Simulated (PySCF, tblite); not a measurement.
# PhCHFCH2CH3: geometry, infrared bands, NMR shifts and electronic excitations, part 2 of 2

tblite 0.8.0 and PySCF 2.14.0. Atoms count from 0. The steps go on from the part before.

**5. Shielding tensors: PBE0/pcSseg-1**

Job settings and geometry (Å):

```
{"job": {"kind": "nmr", "xc": "PBE0", "basis": "pcSseg-1"}, "charge": 0, "multiplicity": 1}
C      2.450111     0.646428     0.464668
C      2.127856    -0.741201    -0.062582
C      0.980126    -0.761150    -1.064504
F      1.337168     0.008790    -2.155077
C     -0.322434    -0.261305    -0.491350
C     -1.015792    -1.034546     0.445807
C     -2.199969    -0.568700     1.010889
C     -2.707890     0.676885     0.641233
C     -2.025315     1.447501    -0.297508
C     -0.838500     0.981568    -0.862292
H      2.677002     1.332087    -0.364860
H      1.605420     1.069210     1.029756
H      3.324632     0.620471     1.131019
H      1.868086    -1.421945     0.764910
H      3.010274    -1.176589    -0.560036
H      0.838298    -1.793608    -1.431376
H     -0.628216    -2.016074     0.734876
H     -2.732501    -1.183566     1.740483
H     -3.637999     1.043029     1.082118
H     -2.420017     2.421803    -0.595938
H     -0.303360     1.576574    -1.603887
```

Method: GIAO PBE0/pcSseg-1 NMR shielding, non-relativistic, gas phase.

What it wrote:

```text
coarse grid: 17680 points
cycle   1  E = -448.7222686971  dE =  1.378e+00  |g| = 5.692e-01  |ddm| = 4.262e+00
cycle   2  E = -448.6930233901  dE =  2.925e-02  |g| = 7.347e-01  |ddm| = 1.256e+00
cycle   3  E = -448.7910695353  dE = -9.805e-02  |g| = 8.267e-02  |ddm| = 6.774e-01
cycle   4  E = -448.7920865217  dE = -1.017e-03  |g| = 4.435e-02  |ddm| = 1.190e-01
cycle   5  E = -448.7925410359  dE = -4.545e-04  |g| = 1.204e-02  |ddm| = 5.565e-02
cycle   6  E = -448.7925749582  dE = -3.392e-05  |g| = 4.453e-03  |ddm| = 1.479e-02
cycle   7  E = -448.7925798896  dE = -4.931e-06  |g| = 5.573e-04  |ddm| = 4.444e-03
final grid: 171568 points
cycle   8  E = -448.8593778455  dE = -4.958e-05  |g| = 8.910e-03  |ddm| = 5.340e-02
cycle   9  E = -448.8593711335  dE =  6.712e-06  |g| = 1.083e-02  |ddm| = 2.015e-02
cycle  10  E = -448.8593979370  dE = -2.680e-05  |g| = 1.282e-03  |ddm| = 1.074e-02
cycle  11  E = -448.8593982040  dE = -2.670e-07  |g| = 3.342e-04  |ddm| = 1.429e-03
cycle  12  E = -448.8593982234  dE = -1.938e-08  |g| = 1.263e-04  |ddm| = 3.747e-04
cycle  13  E = -448.8593982274  dE = -3.985e-09  |g| = 3.993e-05  |ddm| = 1.656e-04
cycle  14  E = -448.8593982278  dE = -4.092e-10  |g| = 8.673e-06  |ddm| = 4.704e-05
converged SCF energy = -448.8593982278

GIAO shielding tensors (ppm)
atom      isotropic    diamagn.    paramagn.     s11        s22        s33       span
  0 C      177.838     247.217     -69.379    170.880    178.906    183.728     12.848
  1 C      151.479     249.855     -98.376    135.298    152.465    166.673     31.375
  2 C       90.922     240.721    -149.799     61.625     74.191    136.949     75.324
  3 F      399.390     475.463     -76.073    351.943    411.551    434.677     82.734
  4 C       37.815     263.775    -225.960    -58.692      8.364    163.772    222.464
  5 C       55.648     251.963    -196.315    -49.448     43.391    173.001    222.449
  6 C       50.899     253.744    -202.846    -60.363     37.559    175.500    235.863
  7 C       51.741     254.039    -202.297    -57.321     37.433    175.112    232.433
  8 C       50.554     254.055    -203.502    -60.605     36.490    175.776    236.381
  9 C       53.441     249.080    -195.639    -57.440     34.688    183.074    240.514
 10 H       30.196      29.654       0.542     25.528     29.085     35.975     10.447
 11 H       30.925      31.145      -0.220     25.375     32.505     34.897      9.522
 12 H       30.630      27.592       3.039     25.718     27.524     38.648     12.930
 13 H       29.826      31.746      -1.921     25.458     28.578     35.441      9.984
 14 H       29.165      29.123       0.042     25.228     27.087     35.180      9.952
 15 H       25.529      30.321      -4.792     22.142     25.501     28.944      6.802
 16 H       24.177      32.984      -8.807     20.293     22.972     29.265      8.972
 17 H       23.793      29.738      -5.945     20.321     24.382     26.675      6.354
 18 H       23.855      28.871      -5.015     20.484     24.791     26.291      5.808
 19 H       23.722      29.640      -5.917     20.192     24.242     26.733      6.542
 20 H       23.494      32.728      -9.234     19.199     21.873     29.410     10.211
```

Run time: 61 s. Hardware: 1 thread of Intel Xeon Platinum 8259CL at 2.50GHz, shared host; peak memory 1.2 GiB.

The references, computed at this level on geometries of the same kind, shield at (ppm): 1H TMS 31.27, 13C TMS 184.4, 19F CFCl3 177.2. Their shielding less the atom's gives the shift. The references are single molecules in the gas phase, so shifts against H2O, NH3, PH3, H3PO4 or CFCl3 are not on the usual liquid scales and can be off by tens of ppm. Atoms listed in one row are averaged.

| atoms | environment | σ (ppm) | δ (ppm) | δ scaled to CDCl3 | measured |
| --- | --- | --- | --- | --- | --- |
| C4 | substituted aromatic carbon | 37.8 | 146.6 | 141.8 | – |
| C6, C8 | aromatic CH | 50.7 | 133.7 | 129.3 | – |
| C7 | aromatic CH | 51.7 | 132.7 | 128.3 | – |
| C5, C9 | aromatic CH | 54.5 | 129.9 | 125.6 | – |
| C2 | sp3 CH bonded to F, on an aromatic ring | 90.9 | 93.5 | 90.3 | – |
| C1 | sp3 CH2 | 151.5 | 32.9 | 31.5 | – |
| C0 | methyl carbon | 177.8 | 6.6 | 5.9 | – |
| H17, H19 | hydrogen on an aromatic CH | 23.76 | 7.51 | 7.33 | – |
| H16, H20 | hydrogen on an aromatic CH | 23.84 | 7.43 | 7.26 | – |
| H18 | hydrogen on an aromatic CH | 23.86 | 7.41 | 7.24 | – |
| H15 | hydrogen on an sp3 CH bonded to F, on an aromatic ring | 25.53 | 5.74 | 5.65 | – |
| H14 | hydrogen on an sp3 CH2 | 29.16 | 2.10 | 2.21 | – |
| H13 | hydrogen on an sp3 CH2 | 29.83 | 1.44 | 1.58 | – |
| H10, H11, H12 | hydrogen on a methyl carbon | 30.58 | 0.68 | 0.86 | – |
| F3 | fluorine on an sp3 carbon | 399.4 | -222.1 | – | -176.0 |

The scaled column applies a straight-line fit of computed shieldings to shifts measured in CDCl3, and one for carbons that bear F (root-mean-square error 0.21 ppm for H, 2.0 ppm for C).

Measured data from: G. Saielli, R. Bini, A. Bagno, Computational 19F NMR. 2. Organic compounds, RSC Adv. 2014, ESI (exp. from Berger-Braun-Kalinowski 1994 and Everett 1995), against CFCl3.

The run also stored atomic charges by several schemes (e):

| atoms | Mulliken | IAO | Hirshfeld | ESP fit |
| --- | --- | --- | --- | --- |
| C0 | -0.29 | -0.41 | -0.12 | -0.34 |
| C1 | -0.27 | -0.26 | -0.07 | 0.18 |
| C2 | 0.32 | 0.18 | 0.07 | 0.04 |
| F3 | -0.33 | -0.33 | -0.10 | -0.22 |
| C4 | -0.35 | -0.02 | 0.00 | 0.16 |
| C5, C9 | -0.01 | -0.16 | -0.05 | -0.22 |
| C6, C8 | -0.08 | -0.15 | -0.05 | -0.13 |
| C7 | -0.08 | -0.15 | -0.05 | -0.17 |

Mayer bond orders: C0–C1 1.05, C1–C2 1.02, C2–F3 0.87, C2–C4 1.00, C4–C5 1.38, C5–C6 1.45, C6–C7 1.42, C7–C8 1.44, C8–C9 1.42, C9–C4 1.42.

Ring of atoms C4, C5, C6, C7, C8, C9: NICS(0) -8.5, NICS(1) -11.2, NICS(1)zz -28.6 ppm (means of both faces).

**6. TDDFT and polarisability: wB97X-D/def2-SVPD**

Same as in step 5 but for these lines:

```diff
@@ -1,2 +1,2 @@
-{"job": {"kind": "nmr", "xc": "PBE0", "basis": "pcSseg-1"}, "charge": 0, "multiplicity": 1}
+{"job": {"kind": "uv", "xc": "wB97X-D", "basis": "def2-SVPD", "ip": true}, "charge": 0, "multiplicity": 1}
 C      2.450111     0.646428     0.464668
```

With the program's defaults for keys left out, this is: TDDFT wB97X-D/def2-SVPD, vertical, gas phase, core orbitals frozen in the response.

What it wrote:

```text
coarse grid: 17680 points
cycle   1  E = -448.8416832254  dE =  1.693e+00  |g| = 5.245e-01  |ddm| = 1.580e+01
cycle   2  E = -448.8523137913  dE = -1.063e-02  |g| = 5.538e-01  |ddm| = 2.609e+00
cycle   3  E = -448.9026986738  dE = -5.038e-02  |g| = 5.920e-02  |ddm| = 1.110e+00
cycle   4  E = -448.9033029176  dE = -6.042e-04  |g| = 2.947e-02  |ddm| = 2.769e-01
cycle   5  E = -448.9035111069  dE = -2.082e-04  |g| = 4.866e-03  |ddm| = 1.321e-01
cycle   6  E = -448.9035170142  dE = -5.907e-06  |g| = 1.910e-03  |ddm| = 2.720e-02
final grid: 171568 points
cycle   7  E = -448.9734974123  dE = -1.523e-04  |g| = 6.432e-03  |ddm| = 5.299e-01
cycle   8  E = -448.9734980382  dE = -6.259e-07  |g| = 7.231e-03  |ddm| = 4.952e-02
cycle   9  E = -448.9735068327  dE = -8.794e-06  |g| = 5.198e-04  |ddm| = 1.306e-02
cycle  10  E = -448.9735069337  dE = -1.010e-07  |g| = 3.039e-04  |ddm| = 5.390e-03
cycle  11  E = -448.9735069586  dE = -2.486e-08  |g| = 6.290e-05  |ddm| = 1.242e-03
cycle  12  E = -448.9735069603  dE = -1.723e-09  |g| = 2.642e-05  |ddm| = 3.830e-04
cycle  13  E = -448.9735069606  dE = -2.534e-10  |g| = 9.910e-06  |ddm| = 1.461e-04
converged SCF energy = -448.9735069606

Static polarisability (au): isotropic 103.647, principal 77.797 106.373 126.772

Singlet excitations
state   eV       nm        f      main configurations
  1   5.4335    228.2   0.00111   H->L+1 0.30, H-1->L 0.27, H->L 0.25
  2   6.1107    202.9   0.02121   H->L 0.39, H->L+1 0.22, H-1->L 0.20
  3   7.0010    177.1   0.46744   H-1->L+1 0.50, H->L 0.27, H->L+1 0.11
  4   7.0187    176.6   0.75737   H-1->L 0.42, H->L+1 0.35, H-1->L+1 0.12
  5   7.4069    167.4   0.00666   H->L+2 0.78, H->L+3 0.09
  6   7.5490    164.2   0.00211   H-1->L+2 0.74, H-1->L+3 0.11
  7   7.7716    159.5   0.01037   H-2->L 0.79, H-6->L 0.13
  8   7.8435    158.1   0.00254   H-2->L+1 0.44, H-4->L 0.19, H-5->L 0.15
  9   7.9098    156.7   0.00285   H-4->L 0.32, H-2->L+1 0.26, H-5->L 0.24
 10   8.0216    154.6   0.03308   H->L+3 0.41, H-4->L+1 0.16, H-5->L+1 0.12

Triplet excitations (Tamm-Dancoff, eV): 4.1730 4.8127 4.8311 5.2274
Vertical ionisation energy (delta-SCF) = 9.0082 eV
```

It took 6.4 min on 1 thread of Intel Xeon Platinum 8259CL at 2.50GHz, shared host; peak memory 1.5 GiB.

The orbitals next to the gap, with their largest atomic shares:

| orbital | eV | atoms |
| --- | --- | --- |
| HOMO−3 | -11.42 | F3 22 %, C2 18 %, C1 15 % |
| HOMO−2 | -11.11 | C2 15 %, C4 13 %, F3 13 % |
| HOMO−1 | -9.18 | C9 21 %, C6 21 %, C5 20 % |
| HOMO | -8.96 | C7 23 %, C4 22 %, C5 11 % |
| LUMO | 1.30 | C8 20 %, C5 20 %, C4 15 % |
| LUMO+1 | 1.43 | C6 21 %, C9 21 %, C7 14 % |
| LUMO+2 | 2.32 | C0 9 %, C5 9 %, C1 9 % |

With each of the 10 states as a Gaussian band of 0.4 eV half-width at 1/e, the curve within the window shown has maxima at 177 nm (ε 50,000) L/(mol cm). Beyond the last state computed it falls off for lack of states. The curve at chosen wavelengths:

(nm, ε (L/mol/cm)): (149, 896), (153, 1707), (158, 2491), (162, 5168), (166, 14282), (170, 30689), (175, 48135), (179, 47469), (183, 35035), (188, 16964), (192, 7692), (196, 3269), (200, 1623), (205, 993), (209, 748), (213, 533), (217, 350), (222, 192), (226, 119), (230, 78), (235, 50), (239, 35), (243, 24), (247, 16), (252, 9), (256, 5)

Ground-state properties from the same run:

| property | computed |
| --- | --- |
| dipole moment (D) | 1.66 |
| polarisability (Å³) | 15.36 |
| HOMO–LUMO gap (eV) | 10.25 |
| −ε(HOMO) (eV) | 8.96 |

**7. Results**

What follows sums up all 2 parts.

| quantity | value |
| --- | --- |
| strongest single infrared mode (GFN2-xTB) | 3084 cm⁻¹, 65 km/mol |
| zero-point energy (GFN2-xTB) | 108.7 kcal/mol |
| point group | C1 |
| rotational constants (main isotopes) | 2.45, 0.90, 0.83 GHz |
| 13C shifts against TMS (PBE0/pcSseg-1, means over atoms taken as alike) | 146.6, 133.7, 132.7, 129.9, 93.5, 32.9, 6.6 ppm |
| 1H shifts against TMS (PBE0/pcSseg-1, means over atoms taken as alike) | 7.51, 7.43, 7.41, 5.74, 2.10, 1.44, 0.68 ppm |
| 19F shifts against CFCl3 (PBE0/pcSseg-1) | -222.1 ppm |
| measured, and computed on the same scale | F3 δ -176.0, -222.1 ppm |
| lowest singlet (wB97X-D/def2-SVPD) | 5.43 eV (228 nm), f = 0.001 |
| brightest single state of those computed | state 4, 7.02 eV, f = 0.757 |
| lowest triplet | 4.17 eV |
| vertical ionisation energy (ΔSCF) | 9.01 eV |

What this shows: The optimisation took 75 steps and gained 0.088 eV; among the close pairs (by a distance rule), C1–C2 changed most, from 1.513 to 1.534 Å (GFN2-xTB). All 57 modes are real, so the xTB geometry is a minimum. The strongest single mode, at 3084 cm⁻¹, moves mainly H19 and H17. GFN2-xTB is a fitted tight-binding method: band positions and strengths are rough. Its intensities can rank the bands wrongly. Over 4 steps the energy fell by 0.062 eV; of the close pairs, C5–H16 changed most, 1.081 to 1.094 Å (PBE0/def2-SVP). No frequency check was run at this level, so the end point may be a saddle. The one measured 19F shift is missed by -46.1 ppm (computed less measured, unscaled). Vibration, temperature and solvent are missing from the calculation, and it holds one conformer, so part of the miss against the measured shifts is not the functional's. NICS(1)zz of -29 ppm above the planar ring from C4 marks a diatropic (aromatic) ring current. The lowest singlet, at 5.43 eV, is HOMO→LUMO+1 0.30, HOMO−1→LUMO 0.27 and is weak; of the 10 states computed, the strongest absorption comes from states 3 to 4 together at 7.02 eV. The lowest triplet lies 1.26 eV below the lowest singlet (triplets in Tamm-Dancoff, singlets in full TDDFT). ΔSCF puts the ionisation energy at 9.01 eV, 0.05 eV above −ε(HOMO).
